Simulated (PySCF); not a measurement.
# I2Mn (MnI2): the cost of one run

Computed with PySCF 2.14.0, on a single molecule in the gas phase. Atoms are numbered from 0 throughout.

**1. Starting geometry**

3 atoms, charge 0, multiplicity 6; geometry from: GFN2-xTB. The atoms were then displaced at random by about 0.03 Å, so the start is not that level's minimum.

Bonds of the start (Å): Mn0–I1 2.39, Mn0–I2 2.42.

**2. Geometry optimisation at PBE0-D3(BJ)/def2-SVP**

What the job is given:

```
{"job": {"xc": "PBE0", "basis": "def2-SVP", "d3": "d3bj", "grid": 1, "maxiter": 40, "shake": 0.03, "kind": "geom"}, "charge": 0, "multiplicity": 6}
Mn    -0.572950    -0.442970    -0.006810
I      0.257660     0.135880     2.155520
I      0.298890     0.209870    -2.168600
```

Run with:

```console
$ OMP_NUM_THREADS=1 python probes_run.py task.json out
```

One launch serves the whole session: the jobs run in the order shown.

**Question.** How long does this job take on 1 thread of Intel Xeon 6975P-C, shared host, and how much memory does it need?

About 77 s, with a peak of 0.39 GiB.
